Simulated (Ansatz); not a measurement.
Working through an atomisation energy of C₂H₇BSi, SMILES C=CB[SiH3]

Program: Ansatz 0.2.0 through its Python package.

Input file `c2h7bsi.xyz`:
```text
11

C     0.21350    2.20230   -0.18970
C     0.16840    1.01490    0.31660
B    -0.19930   -0.23780   -0.56920
Si   -0.07080   -1.99900    0.23500
H     0.40540    3.09290    0.40810
H    -0.07590    2.43480   -1.24840
H     0.44390    0.88350    1.37010
H    -0.39840   -0.10350   -1.70640
H     1.20300   -2.27470    0.80620
H    -0.49240   -3.00710   -0.75880
H    -1.13210   -2.06320    1.35710
```

Interactive session:
```pycon
>>> from collections import Counter
>>> import ansatz as az
>>> params = {
...     "basis_set": "def2-TZVPP",
...     "method": "mp2",
... }
>>> def energy(molecule, charge=0, unpaired=0):
...     calc = molecule.calculation().basis(gaussian=params["basis_set"]).correlation(params["method"])
...     if charge:
...         calc = calc.charge(charge)
...     if unpaired:
...         calc = calc.spin("collinear", total=unpaired)
...     report = calc.run(threads=1, backend="cpu").report
...     if report["published_state_doubts"]:
...         print("  doubts:", report["published_state_doubts"])
...     return report["free_energy_ev"]
...
>>> c2h7bsi = az.Crystal.molecule_from_extxyz("c2h7bsi.xyz")
>>> # unpaired electrons of the ground-state atoms
>>> unpaired = {"C": 2, "B": 1, "Si": 2, "H": 1}
>>> counts = Counter(site.symbol for site in c2h7bsi.cartesian_sites)
>>> atom_energy = {s: energy(az.Crystal.molecule().atom(s, (0, 0, 0)), 0, unpaired[s]) for s in counts}
>>> whole = energy(c2h7bsi, 0, 0)
>>> for s, e in atom_energy.items():
...     print(f"{s:2s} x{counts[s]}  {e:14.5f} eV")
...
C  x2     -1027.46354 eV
B  x1      -668.74255 eV
Si x1     -7861.55665 eV
H  x7       -13.60052 eV
>>> print(f"C2H7BSi: {whole:.5f} eV")
C2H7BSi: -10720.30579 eV
>>> split = sum(counts[s] * e for s, e in atom_energy.items()) - whole
>>> print(f"atomisation energy (no zero-point term): {split:.3f} eV, {split / sum(counts.values()):.3f} eV an atom")
atomisation energy (no zero-point term): 39.876 eV, 3.625 eV an atom
```

39.876 eV from the electronic energies, without the zero-point term.

Notes:
- Total energies depend on the basis set; only differences at equal settings carry meaning.
- The geometry is a force-field or estimated start, not a minimum of this method, and the basis set is short of its limit. All parts are taken at fixed geometry, without zero-point energy.
- Hardware and time: 8.1 s on 1 thread of Arm Neoverse V1 (shared host), peak memory 0.53 GiB.
